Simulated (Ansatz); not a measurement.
# F2HSSn radical: a ladder of functionals and wavefunction methods

An exercise on one series of results from a longer session: the logs are not shown, and one member is left open.

Computed with Ansatz 0.2.0, Gaussian basis. Level: functionals in def2-TZVPP, the program's frozen cores in correlated methods.

Levels to be run: LDA (SPW92), PBE-D4, revPBE-D4, BLYP-D4, r2SCAN-D4, B97M-V, PBE0-D4, B3LYP-D4, r2SCANh-D4, r2SCAN0-D4, HSE06-D4, BHLYP-D4, CAM-B3LYP-D4, LC-ωPBE, ωB97X-V, ωB97M-V, B2PLYP, PBE-QIDH; CCSD(T)/def2-SVP; CCSD(T)/def2-TZVPP; MP2/def2-QZVPP; extrapolation to the limit; RPA on PBE.

### The geometry

All runs share one geometry, relaxed beforehand with PBE0-D4 in a triple-zeta def2 set. Sn takes the def2 core potential; no spin-orbit term is included.

SMILES `[F][Sn]([F])[SH]`, 5 atoms, charge 0, spin multiplicity 2.

Atoms are counted from 1 here; the program's logs count them from 0.

Bond lengths: F1–Sn2 1.919 Å, Sn2–F3 1.923 Å, Sn2–S4 2.423 Å, S4–H5 1.346 Å. Angles: F1–Sn2–F3 103.4°, F1–Sn2–S4 106.2°, F3–Sn2–S4 107.8°, Sn2–S4–H5 90.5°.

The first run:

Input file in.yaml:

```yaml
crystal:
  periodic: [false, false, false]
  atoms:
    - {symbol: F, position_ang: [-0.175516, -1.777615, 1.444551]}
    - {symbol: Sn, position_ang: [0.261817, -0.012935, 0.831912]}
    - {symbol: F, position_ang: [1.933081, -0.262634, -0.085357]}
    - {symbol: S, position_ang: [-1.412682, 0.560561, -0.823363]}
    - {symbol: H, position_ang: [-0.556901, 1.418924, -1.409143]}
basis:
  gaussian: {orbitals: def2-TZVPP}
magnetization: {spin_polarized: true, initial_magnetization: 1}
hamiltonian: {xc: lda}
output: {orbitals: {seedname: orbitals}}
```

Started as:

```bash
$ ansatz run in.yaml --threads 4 --pin off --events-out ev --progress --plain --max-ram 10444MiB
```

Among the steps run: LDA; PBE-D4 (GGA); revPBE-D4 (GGA); BLYP-D4 (GGA); r2SCAN-D4 (meta-GGA); B97M-V (meta-GGA); PBE0-D4 (hybrid); B3LYP-D4 (hybrid); r2SCANh-D4 (hybrid); r2SCAN0-D4 (hybrid); HSE06-D4 (hybrid); BHLYP-D4 (hybrid); CAM-B3LYP-D4 (range-separated); LC-ωPBE (range-separated); ωB97X-V (range-separated); ωB97M-V (range-separated); B2PLYP (double hybrid); PBE-QIDH (double hybrid).

One table of the session follows, with a row left open; its other results are not shown here.

It belongs to the step «Frontier levels by functional». 

| functional | HOMO (eV) | LUMO (eV) | gap (eV) |
| --- | --- | --- | --- |
| LDA (SPW92) | -6.58 | -5.95 | 0.63 |
| PBE-D4 | -6.43 | -5.58 | 0.85 |
| revPBE-D4 | -6.37 | -5.44 | 0.93 |
| BLYP-D4 | -6.28 | -5.56 | 0.71 |
| r2SCAN-D4 | -6.84 | -5.38 | 1.46 |
| B97M-V | -6.61 | -5.64 | 0.98 |
| PBE0-D4 | -7.63 | -4.81 | 2.83 |
| B3LYP-D4 | -7.39 | -5.15 | 2.24 |
| r2SCANh-D4 | -7.28 | -5.09 | 2.20 |
| r2SCAN0-D4 | -7.95 | -4.64 | 3.31 |
| HSE06-D4 | -7.24 | -5.17 | 2.07 |
| BHLYP-D4 | -8.67 | -4.05 | 4.62 |
| CAM-B3LYP-D4 | -8.88 | -3.94 | 4.93 |
| LC-ωPBE | ? | ? | ? |
| ωB97X-V | -9.73 | -2.93 | 6.79 |
| ωB97M-V | -9.63 | -3.04 | 6.59 |

**Question.** Estimate the row for LC-ωPBE.

As computed: HOMO (eV): -10.18; LUMO (eV): -2.60; gap (eV): 7.57. In the column «HOMO (eV)» it is the lowest.
